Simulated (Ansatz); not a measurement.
# BaY2: the cost of one run

Method: DFT PBE, scalar-relativistic, plane waves, PAW, in Ansatz 0.2.0.

## Step 1: The starting structure

The structure is trigonal, space group P-3m1 (No. 164). The conventional cell has a = 6.204 Å, b = 6.204 Å, c = 3.799 Å, α = 90.00°, β = 90.00°, γ = 120.00°. Around Ba (site symmetry -3m) lie 6 Y at 3.80 Å and 2 Ba at 3.80 Å. Y (site symmetry 3m) has 3 Ba at 3.80 Å and 5 Y at 3.80 Å in its first shell of neighbours.

As a file:

```cif
data_structure
_symmetry_space_group_name_H-M 'P-3m1'
_symmetry_Int_Tables_number 164
_cell_length_a 6.2044
_cell_length_b 6.2044
_cell_length_c 3.7994
_cell_angle_alpha 90.000
_cell_angle_beta 90.000
_cell_angle_gamma 120.000
_cell_volume 126.66
loop_
_atom_site_label
_atom_site_type_symbol
_atom_site_symmetry_multiplicity
_atom_site_Wyckoff_symbol
_atom_site_fract_x
_atom_site_fract_y
_atom_site_fract_z
_atom_site_occupancy
Ba1 Ba 1 a 0.00000 0.00000 0.00000 1
Y1 Y 2 d 0.66667 0.33333 0.66667 1
```

Recipe of the guess: ordered superstructure of bcc (P-3m1, No. 164). Its size is a rough estimate.

## Step 2: A first look at the guess

The input, input.yaml:

```yaml
crystal:
  lattice:
    - [6.20442492, 0.0, 0.0]
    - [-3.10221246, 5.37318959, 0.0]
    - [0.0, 0.0, 3.7994188]
  atoms:
    - { symbol: Ba, position: [0.0, 0.0, 0.0] }
    - { symbol: "Y", position: [0.66666667, 0.33333333, 0.66666667] }
    - { symbol: "Y", position: [0.33333333, 0.66666667, 0.33333333] }
basis:
  ecutwfc: 420
kpoints:
  mp_grid: { grid: [3, 3, 4] }
hamiltonian:
  xc: pbe
scf:
  occupations: { method: gaussian, width: 0.1 }
  lower_state_search: "off"
output:
  forces: true
  stress: true
  eigenvalues: true
```

Command:

```bash
> ansatz run input.yaml --threads 1 --pin off --max-ram 2560MiB --backend cpu --events-out ev --progress --plain --runs-dir out
```

What time and memory should one allow on 1 thread of Arm Neoverse N1, shared host?

About 5 s, with a peak of 0.35 GiB.
